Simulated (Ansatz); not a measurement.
Run this with the Python package of Ansatz (0.2.0) and show what comes out.

The script reads `ch3bf2si.yaml`:
```yaml
crystal:
  periodic: [false, false, false]
  atoms:
    - { symbol: F, position_ang: [2.0167, 1.1958, -0.0966] }
    - { symbol: Si, position_ang: [1.0134, -0.1101, 0.239] }
    - { symbol: F, position_ang: [1.2978, -0.9446, 1.6547] }
    - { symbol: B, position_ang: [-0.8383, 0.5678, 0.3615] }
    - { symbol: C, position_ang: [-0.4307, -0.4773, -0.7446] }
    - { symbol: H, position_ang: [-1.754, 1.2292, 0.8696] }
    - { symbol: H, position_ang: [-0.8221, -1.4861, -0.5796] }
    - { symbol: H, position_ang: [-0.3906, -0.0317, -1.7598] }
basis:
  gaussian: { orbitals: def2-SVP }
hamiltonian:
  xc: hf
```

The script, `ch3bf2si.py`:
```python
"""Run CH3BF2Si from an input written out key by key."""

import ansatz as az

session = az.Session.from_deck("ch3bf2si.yaml")
r = session.plan(threads=1).execute().report

print(f"E = {r['free_energy_ev']:.6f} eV = {r['free_energy_ev'] / 27.211386246:.7f} Ha")
print("converged:", r["converged"], " doubts:", r["published_state_doubts"] or "none")
symbols = ["F", "Si", "F", "B", "C", "H", "H", "H"]
state = r["mean_field"]["state"]
print(f"mean field: {state['energy']['hartree']:.7f} Ha, <S^2> = {abs(state['spin_squared']):.4f}, stability: {state.get('stability', {}).get('kind')}")
```

`python ch3bf2si.py` gives:
```text
E = -15014.736621 eV = -551.7813935 Ha
converged: True  doubts: none
mean field: -551.7813935 Ha, <S^2> = 0.0000, stability: minimum
```

Total energies depend on the basis set; only differences at equal settings carry meaning. The geometry is a force-field or estimated start, not a minimum of this method, and the basis set is short of its limit. The whole script took 1.4 s on 1 thread of Intel(R) Xeon(R) Platinum 8259CL CPU @ 2.50GHz (Skylake/Cascade Lake) (shared host), peak memory 0.19 GiB.

(Lines on the test bed's own set-up are left out of the output.)
